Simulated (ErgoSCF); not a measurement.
# Li2H2O2 ((LiOH)2 ring): levels of theory compared

We compute a comparison of 6 runs (HF/STO-3G, HF/3-21G, HF/def2-SVP, B3LYP/def2-SVP, CAM-B3LYP/def2-SVP, PBE0/def2-SVP) of Li2H2O2 ((LiOH)2 ring). 

Program for the calculation: ErgoSCF 3.8.

### Step 1. The molecule

The species is Li2H2O2 (6 atoms), meant as a singlet with charge 0. The shape comes from GFN2-xTB, which is rough for such elements, and wasn't checked as a minimum.

Bond lengths: Li1–O2 1.747 Å, O2–Li3 1.747 Å, Li1–O4 1.748 Å, Li3–O4 1.748 Å, O2–H5 0.955 Å, O4–H6 0.955 Å. Angles: Li1–O2–Li3 79.6°, O2–Li1–O4 100.4°, O2–Li3–O4 100.4°, Li1–O4–Li3 79.6°, Li1–O2–H5 140.2°, Li3–O2–H5 140.2°, Li1–O4–H6 140.3°, Li3–O4–H6 140.2°.

### Step 2. A single-point energy at HF/STO-3G (run 1)

geom.xyz reads:

```xyz
6

Li     0.807460    -0.194960     0.749300
O     -0.356790     1.105830     0.672450
Li    -0.805350     0.196950    -0.750290
O      0.357390    -1.105580    -0.672660
H     -0.608920     1.893940     1.149240
H      0.606200    -1.896180    -1.148040
```

job.ego reads:

```
# H2Li2O2
set_nthreads(1)
scf.use_diagonalization = 1
basis = "STO-3G"
scf.max_number_of_iterations = 120
tmpdir = "."
scf.output_mulliken_pop = 1
molecule "geom.xyz"
run "HF"
```

The basis set STO-3G is read from a file made from the Basis Set Exchange's data (not shown).

Started as:

```console
$ ergo job.ego
```

The log of the run:

```text
[...]
INSC SCF_general constructor, number of basis functions: 22
[...]
INSC Energy   1 =       -118.92633671640
[...]
INDE E_LUMO =          0.13548749746
[...]
INSC Energy  15 =       -163.69409204886  ( diff     -0.000000000005116 )
[...]
RESC CONVERGED after  15 iterations.
RESC FINAL ENERGY:       -163.69409204886
[...]
INSC SCF: dipole_moment_x [atomic units] =      -0.00034927
INSC SCF: dipole_moment_y [atomic units] =       0.00076716
INSC SCF: dipole_moment_z [atomic units] =       0.00040129
[...]
```

It took 1.8 s on 1 thread of Arm Neoverse V1, shared host; peak memory 0.26 GiB.

### Step 3. A single-point energy at HF/3-21G (run 2)

run.inp reads:

```
# single point, H2Li2O2
set_nthreads(1)
molecule_inline Angstrom
Li     0.807460    -0.194960     0.749300
O     -0.356790     1.105830     0.672450
Li    -0.805350     0.196950    -0.750290
O      0.357390    -1.105580    -0.672660
H     -0.608920     1.893940     1.149240
H      0.606200    -1.896180    -1.148040
EOF
charge = 0
basis = "3-21G"
scf.use_diagonalization = 1
scf.max_number_of_iterations = 120
tmpdir = "."
scf.output_mulliken_pop = 1
run "HF"
```

The basis set 3-21G is read from a file made from the Basis Set Exchange's data (not shown).

Started as:

```console
$ ergo run.inp
```

The log of the run:

```text
[...]
INSC SCF_general constructor, number of basis functions: 40
[...]
INSC Energy   1 =        -88.92787437439
[...]
INDE E_LUMO =          0.03905579820
[...]
INSC Energy  17 =       -165.03763433893  ( diff      0.000000000000000 )
[...]
RESC CONVERGED after  17 iterations.
RESC FINAL ENERGY:       -165.03763433893
[...]
INSC SCF: dipole_moment_x [atomic units] =      -0.00061111
INSC SCF: dipole_moment_y [atomic units] =       0.00086896
INSC SCF: dipole_moment_z [atomic units] =       0.00033771
[...]
```

Run time: 2.4 s. Hardware: 1 thread of Arm Neoverse V1, shared host; peak memory 0.26 GiB.

Run 3 isn't shown in full; the table further down has it.

### Step 4. A single-point energy at B3LYP/def2-SVP (run 4)

molecule.xyz reads:

```xyz
6
H2Li2O2
Li     0.807460    -0.194960     0.749300
O     -0.356790     1.105830     0.672450
Li    -0.805350     0.196950    -0.750290
O      0.357390    -1.105580    -0.672660
H     -0.608920     1.893940     1.149240
H      0.606200    -1.896180    -1.148040
```

input.ego reads:

```
# H2Li2O2
set_nthreads(1)
molecule "molecule.xyz"
XC.sparse_mode = 0
scf.output_mulliken_pop = 1
scf.use_diagonalization = 1
basis = "def2-SVP"
tmpdir = "."
scf.max_number_of_iterations = 120
XC.angint = 41
XC.radint = 1e-11
run "B3LYP-G"
```

The basis set def2-SVP is read from a file made from the Basis Set Exchange's data (not shown).

Started as:

```console
$ ergo < input.ego
```

The log of the run:

```text
[...]
INDF Weighted mixed functional:
[...]
INSC Energy   1 =        -70.57684801385
[...]
INDE E_LUMO =         -0.01790909405
[...]
INSC Energy  27 =       -166.73891803587  ( diff      0.000000000000341 )
[...]
RESC CONVERGED after  27 iterations.
RESC FINAL ENERGY:       -166.73891803587
[...]
INSC SCF: dipole_moment_x [atomic units] =      -0.00027233
INSC SCF: dipole_moment_y [atomic units] =       0.00090698
INSC SCF: dipole_moment_z [atomic units] =       0.00018798
[...]
```

Wall time 18 s (1 thread of Arm Neoverse V1, shared host); peak memory 0.26 GiB.

Run 5 isn't shown in full; the table further down has it.

### Step 5. The energy at PBE0/def2-SVP (run 6)

Changes to geom.xyz since step 2:

```diff
@@ -1,3 +1,3 @@
 6
-
+H2Li2O2
 Li     0.807460    -0.194960     0.749300
```

job.ego reads:

```
# single point, H2Li2O2
set_nthreads("env")
molecule "geom.xyz"
XC.radint = 1e-11
tmpdir = "."
XC.sparse_mode = 0
scf.output_mulliken_pop = 1
scf.max_number_of_iterations = 120
scf.use_diagonalization = 1
basis = "def2-SVP"
XC.angint = 41
run "PBE0"
```

The basis set def2-SVP is read from a file made from the Basis Set Exchange's data (not shown).

Started as:

```console
$ ergo < job.ego
```

The log of the run:

```text
[...]
INDF Weighted mixed functional:
[...]
INSC Energy   1 =        -70.26520546012
[...]
INDE E_LUMO =         -0.00818720632
[...]
INSC Energy  16 =       -166.51724154970  ( diff     -0.000000000000227 )
[...]
RESC CONVERGED after  16 iterations.
RESC FINAL ENERGY:       -166.51724154970
[...]
INSC SCF: dipole_moment_x [atomic units] =      -0.00024125
INSC SCF: dipole_moment_y [atomic units] =       0.00093302
INSC SCF: dipole_moment_z [atomic units] =       0.00016165
[...]
```

Run time: 11 s. Hardware: 1 thread of Arm Neoverse V1, shared host; peak memory 0.26 GiB.

### Step 6. All runs side by side

```
run               level  integration grid  radint  energy (Eh)  dipole moment (D)  wall time
  1           HF/STO-3G                 –       –  -163.694092               0.00      1.8 s
  2            HF/3-21G                 –       –  -165.037634               0.00      2.4 s
  3         HF/def2-SVP                 –       –  -165.808336               0.00      7.8 s
  4      B3LYP/def2-SVP             Turbo   1e-11  -166.738918               0.00       18 s
  5  CAM-B3LYP/def2-SVP             Turbo   1e-11  -166.652053               0.00       11 s
  6       PBE0/def2-SVP             Turbo   1e-11  -166.517242               0.00       11 s
```

### Step 7. Results

| quantity | value |
| --- | --- |
| run 6: total energy | -166.51724 Eh |
| run 6: dipole moment | 0.00 D |

Totals of different functionals can't be ranked against each other. In run 1 the basis is minimal, so the values are rough. All runs together took 53 s, the longest 18 s.
